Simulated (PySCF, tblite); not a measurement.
**C7H5NS: infrared bands and NMR shifts**

Wanted: the infrared bands and NMR shifts of C7H5NS (`N#CSc1ccccc1`), by calculation.

Computed with tblite 0.8.0 and PySCF 2.14.0, with density-fitted response routines of our own, on a single molecule in the gas phase. Atoms count from 0, in the outputs and in this text.

## Step 1: The molecule as given

14 atoms, charge 0, multiplicity 1; geometry from: GFN2-xTB.

Bonds of the start (Å): N0–C1 1.15, C1–S2 1.68, S2–C3 1.81, C3–C4 1.38, C4–C5 1.38, C5–C6 1.38, C6–C7 1.39, C7–C8 1.38, C8–C3 1.38, C4–H9 1.08, C5–H10 1.08, C6–H11 1.08, C7–H12 1.08, C8–H13 1.08.

## Step 2: Harmonic vibrations with GFN2-xTB

What the job is given:

```
{"job": {"kind": "ir", "xc": "GFN2-xTB", "basis": "xTB"}, "charge": 0, "multiplicity": 1}
N      3.518139     0.290234     1.437686
C      3.071313    -0.034639     0.433467
S      2.401514    -0.509328    -1.029700
C      0.691223    -0.223775    -0.520893
C     -0.045090    -1.277938    -0.010186
C     -1.356134    -1.057002     0.375300
C     -1.915654     0.203167     0.245731
C     -1.167452     1.248425    -0.269968
C      0.144299     1.039621    -0.659996
H      0.401439    -2.255700     0.087205
H     -1.937864    -1.872540     0.777044
H     -2.938261     0.372064     0.547310
H     -1.604535     2.229970    -0.371434
H      0.736384     1.846967    -1.063732
```

**Question.** This job is followed by: GIAO PBE0/pcSseg-1 NMR shielding, non-relativistic, gas phase. What will the session give for the following? strongest single infrared mode (GFN2-xTB); zero-point energy (GFN2-xTB); ¹³C shifts against TMS (PBE0/pcSseg-1, means over atoms taken as alike); ¹H shifts against TMS (PBE0/pcSseg-1, means over atoms taken as alike); ¹⁵N shifts against NH3 (PBE0/pcSseg-1); ³³S shifts against CS2 (PBE0/pcSseg-1).

As calculated:

| quantity | value |
| --- | --- |
| strongest single infrared mode (GFN2-xTB) | 2321 cm⁻¹, 320 km/mol |
| zero-point energy (GFN2-xTB) | 60.9 kcal/mol |
| ¹³C shifts against TMS (PBE0/pcSseg-1, means over atoms taken as alike) | 141.8, 136.9, 136.2, 135.3, 116.4 ppm |
| ¹H shifts against TMS (PBE0/pcSseg-1, means over atoms taken as alike) | 8.14, 7.83, 7.81 ppm |
| ¹⁵N shifts against NH3 (PBE0/pcSseg-1) | 332.7 ppm |
| ³³S shifts against CS2 (PBE0/pcSseg-1) | 11 ppm |

**Reading.** The lowest mode is imaginary (34i cm⁻¹), so the xTB geometry is not a minimum. The strongest single mode, at 2321 cm⁻¹, moves mainly C1 and N0. Unscaled tight-binding wavenumbers are off by several per cent, some by more. Its intensities can rank the bands wrongly. At PBE0/pcSseg-1: The widest tensor belongs to N0: span 492 ppm, with a paramagnetic part of -402 ppm. NICS(1)zz of -29 ppm above the planar ring from C3 marks a diatropic (aromatic) ring current.
